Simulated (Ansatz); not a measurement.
**SiPb (CsCl type): a single-point run**

Aim: a sound single-point run of SiPb (CsCl type). The structure is shown as the input types it.

Program: Ansatz 0.2.0. Level of theory: DFT, PBEsol, norm-conserving pseudopotentials, Ansatz's default files, scalar-relativistic. These are calculated values, not measurements.

## Step 1: The starting structure

Symmetry: Pm-3m, No. 221, cubic system. Conventional cell: a = 3.580 Å, b = 3.580 Å, c = 3.580 Å, α = 90.00°, β = 90.00°, γ = 90.00°. Around Pb (site symmetry m-3m) lie 8 Si at 3.10 Å. Around Si (site symmetry m-3m) lie 8 Pb at 3.10 Å.

As a file:

```cif
data_structure
_symmetry_space_group_name_H-M 'Pm-3m'
_symmetry_Int_Tables_number 221
_cell_length_a 3.5800
_cell_length_b 3.5800
_cell_length_c 3.5800
_cell_angle_alpha 90.000
_cell_angle_beta 90.000
_cell_angle_gamma 90.000
_cell_volume 45.88
loop_
_atom_site_label
_atom_site_type_symbol
_atom_site_symmetry_multiplicity
_atom_site_Wyckoff_symbol
_atom_site_fract_x
_atom_site_fract_y
_atom_site_fract_z
_atom_site_occupancy
Pb1 Pb 1 a 0.00000 0.00000 0.00000 1
Si1 Si 1 b 0.50000 0.50000 0.50000 1
```

## Step 2: Running it

input.yaml reads:

```yaml
crystal:
  lattice:
    - [3.5800044896, 0.0, 0.0]
    - [0.0, 3.5800044896, 0.0]
    - [0.0, 0.0, 3.5800044896]
  atoms:
    - { symbol: Pb, position: [0.0, 0.0, 0.0] }
    - { symbol: Si, position: [0.5, 0.5, 0.5] }
kpoints:
  mp_grid: { grid: [11, 11, 11] }
scf:
  occupations: { method: fixed }
  max_iter: 50
hamiltonian:
  xc: pbesol
  pseudopotentials: { kind: nc }
output:
  forces: true
  stress: true
  eigenvalues: true
```

On the command line:

```
$ ansatz run input.yaml --threads 1 --pin off --max-ram 2048MiB --backend cpu --events-out ev --progress --plain --runs-dir out
```

Q: Will this input give a usable result? If not, why, and what should change?

The run converged and reported no error, with warnings (band overlap at count, metallic iterate, unresolved pair at count). Its log warns: «a fill by count may have filled part of one level: at k-index 4 the highest filled band, 11.822016 eV, and the lowest empty band, 11.822016 eV, stand 0.000e0 eV apart ...»

The suspect setting: scf.occupations.method is fixed; scf.occupations.width is missing. The risk: fixed occupations where they can't hold. The run converged, but that does not make its result sound.

Run again and compare: set scf.occupations.method to fermi_dirac and scf.occupations.width to 0.08.
